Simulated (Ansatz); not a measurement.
**H₉NO₂Si₃: up Jacob's ladder to CCSD(T)**

An exercise on one series of results from a longer session: the logs are not shown, and one member is left open.

The runs use Ansatz 0.2.0, Gaussian basis; functionals in def2-TZVPP, the program's frozen cores in correlated methods.

The runs, in order: PBE-D4, r2SCAN-D4, PBE0-D4, B3LYP-D4, ωB97X-V, ωB97M-V, B2PLYP; CCSD(T)/def2-TZVPP; MP2/def2-QZVPP; extrapolation to the limit.

## The geometry

The geometry comes from an earlier relaxation with PBE0-D4 in a triple-zeta def2 set; it is a stationary point, not always the lowest conformer.

SMILES `N[Si](O)([SiH3])O[SiH3]`, 15 atoms, charge 0, spin multiplicity 1.

Atoms are counted from 1 here; the program's logs count them from 0.

Bond lengths: N1–Si2 1.709 Å, N1–H7 1.007 Å, N1–H8 1.007 Å, Si2–O3 1.641 Å, Si2–Si4 2.342 Å, Si2–O5 1.636 Å, O3–H9 0.961 Å, Si4–H10 1.490 Å, Si4–H11 1.490 Å, Si4–H12 1.488 Å, O5–Si6 1.636 Å, Si6–H13 1.488 Å, Si6–H14 1.485 Å, Si6–H15 1.484 Å. Angles: Si2–N1–H7 119.7°, Si2–N1–H8 121.0°, H7–N1–H8 111.7°, N1–Si2–O3 109.4°, N1–Si2–Si4 116.8°, N1–Si2–O5 103.7°, O3–Si2–Si4 104.1°, O3–Si2–O5 113.2°, Si4–Si2–O5 110.0°, Si2–O3–H9 116.2°, Si2–Si4–H10 109.7°, Si2–Si4–H11 110.1°, Si2–Si4–H12 112.5°, H10–Si4–H11 107.9°, H10–Si4–H12 108.2°, H11–Si4–H12 108.4°, Si2–O5–Si6 144.0°, O5–Si6–H13 110.4° and more.

Set-up of the first run:

The input, in.yaml:

```yaml
crystal:
  periodic: [false, false, false]
  atoms:
    - {symbol: N, position_ang: [2.091292, 0.073559, -0.908376]}
    - {symbol: Si, position_ang: [0.426014, -0.185916, -0.626620]}
    - {symbol: O, position_ang: [-0.144775, -1.280296, -1.707399]}
    - {symbol: Si, position_ang: [-0.990406, 1.660934, -0.883698]}
    - {symbol: O, position_ang: [0.374534, -0.720782, 0.919038]}
    - {symbol: Si, position_ang: [-0.624952, -1.061206, 2.168429]}
    - {symbol: H, position_ang: [2.689522, 0.350897, -0.147264]}
    - {symbol: H, position_ang: [2.418725, 0.433070, -1.789923]}
    - {symbol: H, position_ang: [0.411927, -2.046420, -1.868778]}
    - {symbol: H, position_ang: [-0.659023, 2.693496, 0.138355]}
    - {symbol: H, position_ang: [-0.797957, 2.270574, -2.229049]}
    - {symbol: H, position_ang: [-2.426623, 1.301465, -0.731157]}
    - {symbol: H, position_ang: [-1.784722, -0.129646, 2.172383]}
    - {symbol: H, position_ang: [-1.120930, -2.457214, 2.062488]}
    - {symbol: H, position_ang: [0.137364, -0.902507, 3.431581]}
basis:
  gaussian: {orbitals: def2-TZVPP}
hamiltonian: {xc: pbe, dispersion: d4}
output: {forces: true, orbitals: {seedname: orbitals}}
```

On the command line:

```
> ansatz run in.yaml --threads 2 --pin off --events-out ev --progress --plain --max-ram 32768MiB --backend cuda --devices 0, --max-vram 18GiB
```

Among the steps run: PBE-D4 (GGA); r2SCAN-D4 (meta-GGA); PBE0-D4 (hybrid); B3LYP-D4 (hybrid); ωB97X-V (range-separated); ωB97M-V (range-separated); B2PLYP (double hybrid); CCSD(T) in def2-TZVPP; MP2 in def2-QZVPP.

One table of the session follows, with a row left open; its other results are not shown here.

| method | atomisation energy (kcal/mol) |
| --- | --- |
| PBE-D4 | 1249.2 |
| r2SCAN-D4 | 1247.8 |
| PBE0-D4 | 1232.9 |
| B3LYP-D4 | 1249.6 |
| ωB97X-V | 1259.2 |
| ωB97M-V | 1254.0 |
| B2PLYP | 1234.3 |
| HF/def2-TZVPP | 908.7 |
| MP2/def2-TZVPP | 1230.0 |
| CCSD/def2-TZVPP | 1202.2 |
| CCSD(T)/def2-TZVPP | ? |
| MP2/CBS | 1269.0 |
| CCSD(T)/CBS | 1256.4 |

**Question.** Estimate the row for CCSD(T)/def2-TZVPP.

As computed: atomisation energy (kcal/mol): 1217.4. In the column «atomisation energy (kcal/mol)» it lies between CCSD/def2-TZVPP (1202.2) and MP2/def2-TZVPP (1230.0).
